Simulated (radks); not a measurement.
# Ionising bromine step by step, Br¹⁸⁺ to Br³⁴⁺

Wanted: the ionisation ladder of bromine and its errors against NIST. Each value is a difference of total energies (Δ-SCF).

The numbers are computed with radks (a radial shooting solver on a logarithmic mesh, Libxc functionals) version 1 (scalar-relativistic Kohn-Sham, r2SCAN, spin-polarised, spherical densities, finite nucleus; open shells are filled with parallel spins first), except any that are marked as measured or tabulated.

**1. What is computed**

- element: bromine (Z = 35)
- charges: 18 to 34
- first configuration: [Ne] 3s2 3p5
- last configuration: 1s1

The outer shells:

Br¹⁸⁺
```
[Ne] core
3s [↑↓]
3p [↑↓][↑↓][↑ ]
```

Br³⁴⁺
```
1s [↑ ]
```

**2. Br¹⁸⁺, [Ne] 3s2 3p5**

Settings of this run:

```text
Z 35
configuration [Ne] 3s2 3p5
relativity scalar-relativistic
functional r2scan,r2scan
spin polarised
nucleus finite rms 4.1629 fm
c 137.035999084
```

**3. Br¹⁹⁺, [Ne] 3s2 3p4**

Input: that of step 2 with these lines changed.

```diff
@@ -1,3 +1,3 @@
 Z 35
-configuration [Ne] 3s2 3p5
+configuration [Ne] 3s2 3p4
 relativity scalar-relativistic
```

**4. Br²⁰⁺, [Ne] 3s2 3p3**

Input: that of step 3 with these lines changed.

```diff
@@ -1,3 +1,3 @@
 Z 35
-configuration [Ne] 3s2 3p4
+configuration [Ne] 3s2 3p3
 relativity scalar-relativistic
```

**5. Br²¹⁺, [Ne] 3s2 3p2**

Input: that of step 4 with these lines changed.

```diff
@@ -1,3 +1,3 @@
 Z 35
-configuration [Ne] 3s2 3p3
+configuration [Ne] 3s2 3p2 4s0 3d0
 relativity scalar-relativistic
```

**6. Br²²⁺, [Ne] 3s2 3p1**

Settings of this run:

```text
Z 35
configuration [Ne] 3s2 3p1 4s0 3d0
relativity scalar-relativistic
functional r2scan,r2scan
spin polarised
nucleus finite rms 4.1629 fm
c 137.035999084
```

**7. Br²³⁺, [Ne] 3s2**

Input: that of step 6 with these lines changed.

```diff
@@ -1,3 +1,3 @@
 Z 35
-configuration [Ne] 3s2 3p1 4s0 3d0
+configuration [Ne] 3s2
 relativity scalar-relativistic
```

**8. Br²⁴⁺, [Ne] 3s1**

Input: that of step 7 with these lines changed.

```diff
@@ -1,3 +1,3 @@
 Z 35
-configuration [Ne] 3s2
+configuration [Ne] 3s1
 relativity scalar-relativistic
```

**9. Br²⁵⁺, [Ne]**

Input: that of step 8 with these lines changed.

```diff
@@ -1,3 +1,3 @@
 Z 35
-configuration [Ne] 3s1
+configuration [Ne] 3s0 3p0
 relativity scalar-relativistic
```

**10. Br²⁶⁺, [He] 2s2 2p5**

Input: that of step 9 with these lines changed.

```diff
@@ -1,3 +1,3 @@
 Z 35
-configuration [Ne] 3s0 3p0
+configuration [He] 2s2 2p5 3s0 3p0
 relativity scalar-relativistic
```

**11. Br²⁷⁺, [He] 2s2 2p4**

Input: that of step 10 with these lines changed.

```diff
@@ -1,3 +1,3 @@
 Z 35
-configuration [He] 2s2 2p5 3s0 3p0
+configuration [He] 2s2 2p4
 relativity scalar-relativistic
```

**12. Br²⁸⁺, [He] 2s2 2p3**

Input: that of step 11 with these lines changed.

```diff
@@ -1,3 +1,3 @@
 Z 35
-configuration [He] 2s2 2p4
+configuration [He] 2s2 2p3
 relativity scalar-relativistic
```

**13. Br²⁹⁺, [He] 2s2 2p2**

Input: that of step 12 with these lines changed.

```diff
@@ -1,3 +1,3 @@
 Z 35
-configuration [He] 2s2 2p3
+configuration [He] 2s2 2p2 3s0 3p0
 relativity scalar-relativistic
```

**14. Br³⁰⁺, [He] 2s2 2p1**

Input: that of step 13 with these lines changed.

```diff
@@ -1,3 +1,3 @@
 Z 35
-configuration [He] 2s2 2p2 3s0 3p0
+configuration [He] 2s2 2p1
 relativity scalar-relativistic
```

**15. Br³¹⁺, [He] 2s2**

Input: that of step 14 with these lines changed.

```diff
@@ -1,3 +1,3 @@
 Z 35
-configuration [He] 2s2 2p1
+configuration [He] 2s2
 relativity scalar-relativistic
```

**16. Br³²⁺, [He] 2s1**

Input: that of step 15 with these lines changed.

```diff
@@ -1,3 +1,3 @@
 Z 35
-configuration [He] 2s2
+configuration [He] 2s1
 relativity scalar-relativistic
```

**17. Br³³⁺, [He]**

Input: that of step 16 with these lines changed.

```diff
@@ -1,3 +1,3 @@
 Z 35
-configuration [He] 2s1
+configuration [He]
 relativity scalar-relativistic
```

**18. Br³⁴⁺, 1s1**

Input: that of step 17 with these lines changed.

```diff
@@ -1,3 +1,3 @@
 Z 35
-configuration [He]
+configuration 1s1
 relativity scalar-relativistic
```

What does the calculation give? Wanted: for each run, species; configuration; Δ-SCF; −ε(HOMO); NIST; error.

**Answer**, as computed:

```csv
species,configuration,Δ-SCF (eV),−ε(HOMO) (eV),NIST (eV),error (%)
Br¹⁸⁺,[Ne] 3s2 3p5,765.18,743.57,761 (semi-emp.),+0.5
Br¹⁹⁺,[Ne] 3s2 3p4,808.17,787.04,810 (semi-emp.),-0.2
Br²⁰⁺,[Ne] 3s2 3p3,871.24,848.24,870 (semi-emp.),+0.1
Br²¹⁺,[Ne] 3s2 3p2,917.43,894.52,921 (semi-emp.),-0.4
Br²²⁺,[Ne] 3s2 3p1,962.98,940.57,963 (semi-emp.),-0.0
Br²³⁺,[Ne] 3s2,1067.0,1049.4,1071 (semi-emp.),-0.3
Br²⁴⁺,[Ne] 3s1,1119.1,1101.4,1119.2 (semi-emp.),-0.0
Br²⁵⁺,[Ne],2753.1,2687.5,2731 (semi-emp.),+0.8
Br²⁶⁺,[He] 2s2 2p5,2884.7,2819.6,2869 (semi-emp.),+0.5
Br²⁷⁺,[He] 2s2 2p4,3013.3,2950.4,3021 (semi-emp.),-0.3
Br²⁸⁺,[He] 2s2 2p3,3209.7,3139.7,3169 (semi-emp.),+1.3
Br²⁹⁺,[He] 2s2 2p2,3349.9,3280.5,3361 (semi-emp.),-0.3
Br³⁰⁺,[He] 2s2 2p1,3486.9,3419.7,3523 (semi-emp.),-1.0
Br³¹⁺,[He] 2s2,3730.3,3684.3,3735 (semi-emp.),-0.1
Br³²⁺,[He] 2s1,3870.0,3823.7,3869.0 (theory),+0.0
Br³³⁺,[He],16343.1,16144.6,16317.0 (theory),+0.2
Br³⁴⁺,1s1,16948.7,16747.0,16937.1 (theory),+0.1
```

Reference values: NIST Atomic Spectra Database (exp. measured, semi-emp. semi-empirical, theory a theoretical value adopted there). The steepest step, after dividing by the final charge, comes at Br³³⁺ in [He], where the value goes from 3870.0 to 16343.1 eV. There the highest level belongs to another shell. The Δ-SCF values miss the measured or semi-empirical entries by +0.0 % in the signed mean; the largest miss is +1.3 % (Br²⁸⁺). Minus the highest eigenvalue gives 97 to 99 % of the Δ-SCF value along the ladder. Open shells are spherical and high-spin; term and fine-structure splittings are not resolved.
